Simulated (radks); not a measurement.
# Polarisabilities and dispersion coefficients of Cd, In⁺, Sn²⁺ and others

Aim: static dipole polarisabilities and C6 coefficients, each species in its NIST ground configuration. After each ground state the linear response is solved; its values go to the run's result record, not to the log. Response by self-consistent Sternheimer equations with the Hartree and adiabatic LDA kernel, the relativistic mass of each level held fixed and spin-orbit coupling left out.

Method: scalar-relativistic Kohn-Sham, LB94 model potential, spin-polarised, spherical densities, finite nucleus. Code: radks (a radial shooting solver on a logarithmic mesh, Libxc functionals) version 1.

## (1) What is computed

| Quantity | Value |
| --- | --- |
| species | Cd ([Kr] 4d10 5s2), In⁺ ([Kr] 4d10 5s2), Sn²⁺ ([Kr] 4d10 5s2), Sb³⁺ ([Kr] 4d10 5s2), Te⁴⁺ ([Kr] 4d10 5s2), I⁵⁺ ([Kr] 4d10 5s2), Xe⁶⁺ ([Kr] 4d10 5s2), Cs⁷⁺ ([Kr] 4d10 5s2), Ba⁸⁺ ([Kr] 4d10 5s2) |

LB94 adds a gradient term to the LDA potential that gives it a −1/r tail. It is a model potential with no energy functional, so Etot and Exc are not given.

## (2) Cd, [Kr] 4d10 5s2

The run's settings:

```text
Z 48
configuration [Kr] 4d10 5s2
relativity scalar-relativistic
functional lda,pw
model_potential LB94
spin polarised
nucleus finite rms 4.6087 fm
c 137.035999084
response adiabatic LDA kernel
```

## (3) In⁺, [Kr] 4d10 5s2

The run's settings:

```text
Z 49
configuration [Kr] 4d10 5s2
relativity scalar-relativistic
functional lda,pw
model_potential LB94
spin polarised
nucleus finite rms 4.6156 fm
c 137.035999084
response adiabatic LDA kernel
```

## (4) Sn²⁺, [Kr] 4d10 5s2

The run's settings:

```text
Z 50
configuration [Kr] 4d10 5s2
relativity scalar-relativistic
functional lda,pw
model_potential LB94
spin polarised
nucleus finite rms 4.6519 fm
c 137.035999084
response adiabatic LDA kernel
```

## (5) Sb³⁺, [Kr] 4d10 5s2

The run's settings:

```text
Z 51
configuration [Kr] 4d10 5s2
relativity scalar-relativistic
functional lda,pw
model_potential LB94
spin polarised
nucleus finite rms 4.6802 fm
c 137.035999084
response adiabatic LDA kernel
```

## (6) Te⁴⁺, [Kr] 4d10 5s2

The run's settings:

```text
Z 52
configuration [Kr] 4d10 5s2
relativity scalar-relativistic
functional lda,pw
model_potential LB94
spin polarised
nucleus finite rms 4.7423 fm
c 137.035999084
response adiabatic LDA kernel
```

## (7) I⁵⁺, [Kr] 4d10 5s2

The run's settings:

```text
Z 53
configuration [Kr] 4d10 5s2
relativity scalar-relativistic
functional lda,pw
model_potential LB94
spin polarised
nucleus finite rms 4.75 fm
c 137.035999084
response adiabatic LDA kernel
```

## (8) Xe⁶⁺, [Kr] 4d10 5s2

The run's settings:

```text
Z 54
configuration [Kr] 4d10 5s2
relativity scalar-relativistic
functional lda,pw
model_potential LB94
spin polarised
nucleus finite rms 4.7859 fm
c 137.035999084
response adiabatic LDA kernel
```

## (9) Cs⁷⁺, [Kr] 4d10 5s2

The run's settings:

```text
Z 55
configuration [Kr] 4d10 5s2
relativity scalar-relativistic
functional lda,pw
model_potential LB94
spin polarised
nucleus finite rms 4.8041 fm
c 137.035999084
response adiabatic LDA kernel
```

## (10) Ba⁸⁺, [Kr] 4d10 5s2

The run's settings:

```text
Z 56
configuration [Kr] 4d10 5s2
relativity scalar-relativistic
functional lda,pw
model_potential LB94
spin polarised
nucleus finite rms 4.8378 fm
c 137.035999084
response adiabatic LDA kernel
```

What does the calculation give? Wanted: for each run, species; −ε(HOMO); α; α uncoupled; C6; C8; recommended α.

As calculated:

```csv
species,−ε(HOMO) (eV),α (bohr³),α uncoupled (bohr³),C6 (hartree bohr⁶),C8 (hartree bohr⁸),recommended α (bohr³)
Cd,10.462,34.19,65.85,279.0,11240,46
In⁺,20.846,19.48,37.52,126.9,3393,-
Sn²⁺,32.935,12.87,24.45,70.03,1403,-
Sb³⁺,46.565,9.200,17.21,42.96,686.1,-
Te⁴⁺,61.646,6.910,12.73,28.21,373.3,-
I⁵⁺,78.119,5.372,9.764,19.45,218.8,-
Xe⁶⁺,95.947,4.285,7.692,13.90,135.4,-
Cs⁷⁺,115.10,3.487,6.189,10.22,87.52,-
Ba⁸⁺,135.57,2.883,5.064,7.694,58.53,-
```

What this shows: Uncoupled leaves out the potential induced by the response; C6 and C8 are for like pairs. Cd is the most polarisable and Ba⁸⁺ the least, a factor 11.9 apart. For the pair Cd–Ba⁸⁺ the Casimir-Polder integral gives C6 = 40.04, the rule 2·Ca·Cb/(Ca·αb/αa + Cb·αa/αb) on the like-pair values 37.41. Against the recommended values (Schwerdtfeger and Nagle, 2023 table) the misses are Cd -26 %. C8 is given only where no p, d or f shell is open. For heavy and open-shell atoms this level can miss by tens of per cent.
